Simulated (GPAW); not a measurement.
# TiSn in GPAW: convergence with k mesh

Input of the first run (k mesh 2 × 2 × 2); the others differ in this setting and in those tied to it:

The input run.py:

```python
from ase.dft.bandgap import bandgap
from ase.io import read, write
from ase.units import GPa
from gpaw import GPAW, PW

atoms = read('POSCAR')

calc = GPAW(mode=PW(600),
            xc='MGGA_X_R2SCAN+MGGA_C_R2SCAN',
            kpts={'size': (2, 2, 2), 'gamma': True},
            occupations={'name': 'fermi-dirac', 'width': 0.05},
            nbands=24,
            convergence={'density': 1e-05, 'energy': 1e-05},
            maxiter=100,
            txt='gpaw.txt')
atoms.calc = calc
energy = atoms.get_potential_energy()
forces = atoms.get_forces()
stress = atoms.get_stress()
calc.write('gs.gpw')
write('result.traj', atoms)
print(f'Energy: {energy:.6f} eV')
print('Forces (eV/A):')
print(forces.round(4))
print('Stress (GPa):', (stress / GPa).round(3))
print('Fermi level:', round(calc.get_fermi_level(), 4), 'eV')
print(f'Gap: {bandgap(calc)[0]:.4f} eV, direct: {bandgap(calc, direct=True)[0]:.4f} eV')
```

File POSCAR:

```
TiSn
1.0
    0.0000000000      2.8005500000      2.8005500000
    2.8005500000      0.0000000000      2.8005500000
    2.8005500000      2.8005500000      0.0000000000
Ti Sn
1 1
Direct
    0.0000000000      0.0000000000      0.0000000000
    0.5000000000      0.5000000000      0.5000000000
```

Potentials or basis: GPAW PAW data sets (gpaw-data 1.2.1), pw.

Command:

```sh
$ OMP_NUM_THREADS=1 python run.py
```

The cell was built by a generator and needn't be a form met in nature.

Hardware: 1 thread of Arm Neoverse V1, with other jobs on the host.

| k mesh | energy less the tightest run, at zero smearing (meV/atom) | pressure (GPa) | SCF cycles | CPU time (s) | peak memory (GiB) |
| --- | --- | --- | --- | --- | --- |
| 2 × 2 × 2 | 530.91 | 1.81 | 13 | 15 | 0.31 |
| 3 × 3 × 3 | 79.34 | -0.82 | 11 | 16 | 0.31 |
| 4 × 4 × 4 | 27.94 | -1.30 | 15 | 37 | 0.32 |
| 5 × 5 × 5 | 16.99 | -1.04 | 13 | 38 | 0.32 |
| 6 × 6 × 6 | 6.90 | -1.04 | 13 | 59 | 0.32 |
| 7 × 7 × 7 | 3.49 | -0.99 | 11 | 61 | 0.32 |
| 9 × 9 × 9 | 0.65 | -1.00 | 11 | 100 | 0.34 |
| 11 × 11 × 11 | 0.00 | -1.01 | 11 | 160 | 0.35 |

Against the tightest run, the energy stays within 1 meV/atom from 9 × 9 × 9 on; the pressure stays within 0.1 GPa from 5 × 5 × 5 on. Meshes of other sizes hit other points, so gaps and Fermi surfaces needn't settle smoothly. The tightest run that finished is the yardstick and may itself not be fully converged.

Caveat, for the tightest run too: the PAW data sets were made with another functional, which shifts forces and pressure a little.
